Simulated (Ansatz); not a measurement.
# NaS3: the cost of one run

Program: Ansatz 0.2.0. Level of theory: DFT PBE, scalar-relativistic, plane waves, PAW. These are calculated values, not measurements.

### 1 The structure to begin with

Symmetry: P6/mmm, No. 191, hexagonal system. Conventional cell: a = 4.921 Å, b = 4.921 Å, c = 4.730 Å, α = 90.00°, β = 90.00°, γ = 120.00°. Na (site symmetry 6/mmm) is surrounded by 6 S at 2.46 Å. S (site symmetry mmm) has 4 S at 2.46 Å and 2 Na at 2.46 Å as nearest neighbours.

Coordinates:

```
CELL_PARAMETERS angstrom
4.92093 0.00000 0.00000
-2.46046 4.26165 0.00000
0.00000 0.00000 4.73000
ATOMIC_POSITIONS crystal
Na 0.00000 0.00000 0.50000
S 0.50000 0.00000 0.50000
S 0.00000 0.50000 0.50000
S 0.50000 0.50000 0.50000
```

A structure generator made this guess: random cell by space group and Wyckoff sites (P6/mmm, No. 191). Lengths come from tabulated atomic sizes and are only a guess.

### 2 A first look at the guess

Input file input.yaml:

```yaml
crystal:
  lattice:
    - [4.92092587, 0.0, 0.0]
    - [-2.46046293, 4.26164681, 0.0]
    - [0.0, 0.0, 4.72999892]
  atoms:
    - { symbol: Na, position: [0.0, 0.0, 0.5] }
    - { symbol: S, position: [0.5, 0.0, 0.5] }
    - { symbol: S, position: [0.0, 0.5, 0.5] }
    - { symbol: S, position: [0.5, 0.5, 0.5] }
basis:
  ecutwfc: 420
kpoints:
  mp_grid: { grid: [6, 6, 4] }
hamiltonian:
  xc: pbe
scf:
  occupations: { method: gaussian, width: 0.1 }
  lower_state_search: "off"
output:
  forces: true
  stress: true
  eigenvalues: true
```

Launch:

```sh
> ansatz run input.yaml --threads 1 --pin off --max-ram 2048MiB --backend cpu --events-out ev --progress --plain --runs-dir out
```

What time and memory should one allow on 1 thread of Arm Neoverse V2, shared host?

About 2 s, with a peak of 0.33 GiB.
